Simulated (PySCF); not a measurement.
**Gallium: the same states on changed settings**

One table from this session's results is given with a row withheld; the runs are named, their logs left out.

The numbers are computed with PySCF 2.14.0 (unrestricted determinants in a Gaussian basis, no spin-orbit coupling in the energies), except any that are marked as measured or tabulated.

6 further runs of the same task are left out: 6 that didn't finish.

## The atom as given

- Element: gallium (Z = 31)
- Basis: cc-pVDZ-PP with ECP10MDF (4s3p2d, 23 functions)
- Hamiltonian: a scalar-relativistic core potential
- State 1: Ga: [Ar] 3d10 4s2 4p1, 2P determinant
- State 2: Ga⁺: [Ar] 3d10 4s2, closed-shell 1S
- Methods: UHF, TPSS, BP86, MP2, CCSD(T)
- Core shells frozen in the correlated runs: valence: 3s2 3p6 3d10 (for Ga)

Outer shells as boxes (Hund's rule):

Ga [Ar] 3d10 4s2 4p1
```
[Ar] core
3d [↑↓][↑↓][↑↓][↑↓][↑↓]
4s [↑↓]
4p [↑ ][  ][  ]
```

Ga+ [Ar] 3d10 4s2
```
[Ar] core
3d [↑↓][↑↓][↑↓][↑↓][↑↓]
4s [↑↓]
```

The sound run (cc-pVDZ-PP with ECP10, a scalar-relativistic core potential, symmetry-adapted start, fine grid, valence correlation) gave:

```tsv
species	method	energy (hartree)
Ga	UHF	-258.29077
Ga	TPSS	-259.37043
Ga	BP86	-259.57559
Ga	MP2 (valence)	-258.31939
Ga	CCSD(T) (valence)	-258.33428
Ga⁺	UHF	-258.08810
Ga⁺	TPSS	-259.15325
Ga⁺	BP86	-259.35422
Ga⁺	MP2 (valence)	-258.11120
Ga⁺	CCSD(T) (valence)	-258.12336
```

One driver process ran all states and methods and kept the integrals in memory. Each run is shown as a PySCF script that sums up its settings (the driver passes frozen orbitals as a list and adds second-order terms of double hybrids); the logs are those of the runs themselves.

Set-up of the first run:

It was started by

```bash
> OMP_NUM_THREADS=1 python atomrun2.py TASK.json OUT
```

File input.py:

```python
from pyscf import gto, scf, dft, mp, cc
import basis_set_exchange as bse
txt = bse.get_basis("cc-pVDZ-PP", elements=["Ga"], fmt="nwchem", header=False)
cut = txt.index("\nECP")
mol = gto.M(atom="Ga 0 0 0", charge=0, spin=1, symmetry="D2h",
            basis=gto.basis.parse(txt[:cut]),
            ecp={"Ga": gto.basis.parse_ecp(txt[cut:])})
mf = scf.UHF(mol)
mf.irrep_nelec = {'Ag': (4, 4), 'B1g': (1, 1), 'B2g': (1, 1), 'B3g': (1, 1), 'B1u': (1, 1), 'B2u': (2, 1), 'B3u': (1, 1)}
mf.init_guess = "atom"
mf.max_cycle = 50
mf.level_shift = 0.1
mf.conv_check = False  # no last unshifted cycle
mf.kernel()
```

Among the steps run: Changed run, Ga, method by method; Changed run, Ga⁺, method by method.

One of the session's tables, all rows but one given; the rest of the session is left out.

Ionisation energy of Ga:

```
 method  sound run (eV)
    UHF               ?
   TPSS           5.910
   BP86           6.024
    MP2           5.665
SCS-MP2           5.644
   CCSD           5.727
CCSD(T)           5.739
```

Q: Estimate the row for UHF from the others.

**Answer.** sound run (eV): 5.515. In the column «sound run (eV)» it is the lowest.

To keep in mind: A level shift leaves the converged SCF energy unchanged but raises the virtual orbital energies, which shrinks MP2 if it is not removed, as here.
